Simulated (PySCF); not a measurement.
# S⁵⁺: dipole response in even-tempered 20s12p5d5f

How polarisable is S⁵⁺ at the levels listed below?

Method: unrestricted determinants in a Gaussian basis, no spin-orbit coupling in the energies. Code: PySCF 2.14.0.

### 1 Starting point

* Element: sulfur (Z = 16)
* Basis: an even-tempered Gaussian basis (20 s from 0.13 bohr⁻², ratio 2.5; 12 p from 0.17 bohr⁻², ratio 2.5; 5 d from 0.94 bohr⁻², ratio 2.7; 5 f from 1.4 bohr⁻², ratio 2.7)
* Hamiltonian: the spin-free X2C one-electron Hamiltonian (Gaussian nucleus)
* State 1: S⁵⁺: [Ne] 3s1, 2S determinant
* Methods: UHF, PBE0

The outer shells:

S5+ [Ne] 3s1
```
[Ne] core
3s [↑ ]
```

The runs were made by one driver on top of PySCF. The scripts below sum up each run's settings (the driver also hands on starting orbitals that pick excited configurations, and frozen orbitals as a list rather than a count), and the logs come from the driver's own runs. The driver starts from symmetry-adapted Hartree-Fock orbitals, holds the occupation by maximum overlap and uses a logarithmic radial grid for functionals, so a plain start would take other cycles.

The integrals over 116 functions and the set-up took 0.28 s of CPU time.

### 2 S⁵⁺

Level: UHF.

File input.py:

```python
from pyscf import gto, scf, dft, mp, cc
mol = gto.M(atom="S 0 0 0", charge=5, spin=1, symmetry="D2h",
            basis=gto.etbs([(0, 20, 0.13, 2.5), (1, 12, 0.17, 2.5), (2, 5, 0.94, 2.7), (3, 5, 1.4, 2.7)]),
            nucmod="G")
mf = scf.UHF(mol).sfx2c1e()
mf.irrep_nelec = {'Ag': (3, 2), 'B1u': (1, 1), 'B2u': (1, 1), 'B3u': (1, 1)}
mf.kernel()
```

Log:

```text
damping factor = 0
level_shift factor = 0
DIIS = <class 'pyscf.scf.diis.CDIIS'>
diis_start_cycle = 1
diis_space = 10
diis_damp = 0
SCF conv_tol = 1e-09
SCF conv_tol_grad = None
number electrons alpha = 6  beta = 5
cycle= 1 E= -391.852014021044  delta_E= -2.38e-11  |g|= 1.48e-06  |ddm|= 1.72e-05
converged SCF energy = -391.852014021044  <S^2> = 0.75002492  2S+1 = 2.0000249
```

CPU time 9.5 s on a shared host, the integrals not counted.

The occupied shells:

| shell | electrons | mean orbital energy (eV) | spread (eV) | rms radius (bohr) |
| --- | --- | --- | --- | --- |
| 1s α | 1 | -2595.2 | 0 | 0.112 |
| 1s β | 1 | -2594.4 | 0 | 0.112 |
| 2s α | 1 | -326.38 | 0 | 0.513 |
| 2s β | 1 | -324.87 | 0 | 0.513 |
| 2p α | 3 | -261.67 | 0 | 0.487 |
| 2p β | 3 | -261.06 | 0 | 0.487 |
| 3s α | 1 | -87.605 | 0 | 1.52 |

⟨S²⟩ = 0.750, ⟨L²⟩ = 0.00.

The driver then solved the coupled dipole response at imaginary frequencies: mean α = 2.981 bohr³, C₆ = 3.426 au for a like pair.

Level: PBE0.

input.py differs from the last one in:

```diff
@@ -4,3 +4,3 @@
             nucmod="G")
-mf = scf.UHF(mol).sfx2c1e()
+mf = dft.UKS(mol, xc="PBE0").sfx2c1e()
 mf.irrep_nelec = {'Ag': (3, 2), 'B1u': (1, 1), 'B2u': (1, 1), 'B3u': (1, 1)}
```

Log:

```text
damping factor = 0
level_shift factor = 0
DIIS = <class 'pyscf.scf.diis.CDIIS'>
diis_start_cycle = 1
diis_space = 10
diis_damp = 0
SCF conv_tol = 1e-09
SCF conv_tol_grad = None
number electrons alpha = 6  beta = 5
XC functionals = PBE0
    C. Adamo and V. Barone.,  J. Chem. Phys. 110, 6158 (1999)
    M. Ernzerhof and G. E. Scuseria.,  J. Chem. Phys. 110, 5029 (1999)
cycle= 1 E= -392.155167236003  delta_E= -0.00381  |g|= 0.0106  |ddm|= 0.0523
cycle= 2 E= -392.155174317802  delta_E= -7.08e-06  |g|= 0.0029  |ddm|= 0.00719
cycle= 3 E= -392.155174776387  delta_E= -4.59e-07  |g|= 0.000357  |ddm|= 0.000375
cycle= 4 E= -392.155174783002  delta_E= -6.62e-09  |g|= 8.4e-06  |ddm|= 0.000129
cycle= 5 E= -392.155174783008  delta_E= -6.25e-12  |g|= 3.68e-07  |ddm|= 8.5e-06
converged SCF energy = -392.155174783008  <S^2> = 0.7500141  2S+1 = 2.0000141
```

It used 12 s of CPU time after the integrals (shared host).

The driver then solved the coupled dipole response at imaginary frequencies: mean α = 2.774 bohr³, C₆ = 3.069 au for a like pair.

Radial density 4πr²ρ of S⁵⁺ at UHF:

| r (bohr) | density | spin density |
| --- | --- | --- |
| 0.00167 | 0.104 | 0.001 |
| 0.00280 | 0.274 | 0.001 |
| 0.00472 | 0.708 | 0.004 |
| 0.00793 | 1.76 | 0.009 |
| 0.0133 | 4.09 | 0.021 |
| 0.0224 | 8.50 | 0.043 |
| 0.0378 | 14.6 | 0.068 |
| 0.0635 | 18.4 | 0.064 |
| 0.107 | 15.0 | 0.009 |
| 0.180 | 12.0 | 0.050 |
| 0.302 | 17.0 | 0.238 |
| 0.508 | 12.6 | 0.030 |
| 0.855 | 2.68 | 0.372 |
| 1.44 | 0.890 | 0.844 |
| 2.42 | 0.121 | 0.121 |
| 4.07 | 0.000173 | 0.000 |

### 3 The response side by side

S⁵⁺, in atomic units:

| method | mean α | C₆ (like pair) | S(−4) |
| --- | --- | --- | --- |
| UHF | 2.981 | 3.426 | 12.58 |
| PBE0 | 2.774 | 3.069 | 11.06 |

α(iu) at PBE0:

| u (hartree) | α(iu) (bohr³) |
| --- | --- |
| 0 | 2.774 |
| 0.0500 | 2.746 |
| 0.100 | 2.667 |
| 0.200 | 2.394 |
| 0.300 | 2.049 |
| 0.400 | 1.711 |
| 0.500 | 1.417 |
| 0.750 | 0.9081 |
| 1.00 | 0.6245 |
| 1.50 | 0.3589 |
| 2.50 | 0.1873 |

### 4 Summary of results

| quantity | value |
| --- | --- |
| α of S⁵⁺ | 2.774 (PBE0) to 2.981 (UHF) bohr³ |

**Reading.** A single London oscillator with the computed α and C₆ of S⁵⁺ at UHF would have ω = 4 C₆ / (3 α²) = 0.514 hartree. All values hold for this basis alone; no basis-set limit was taken.
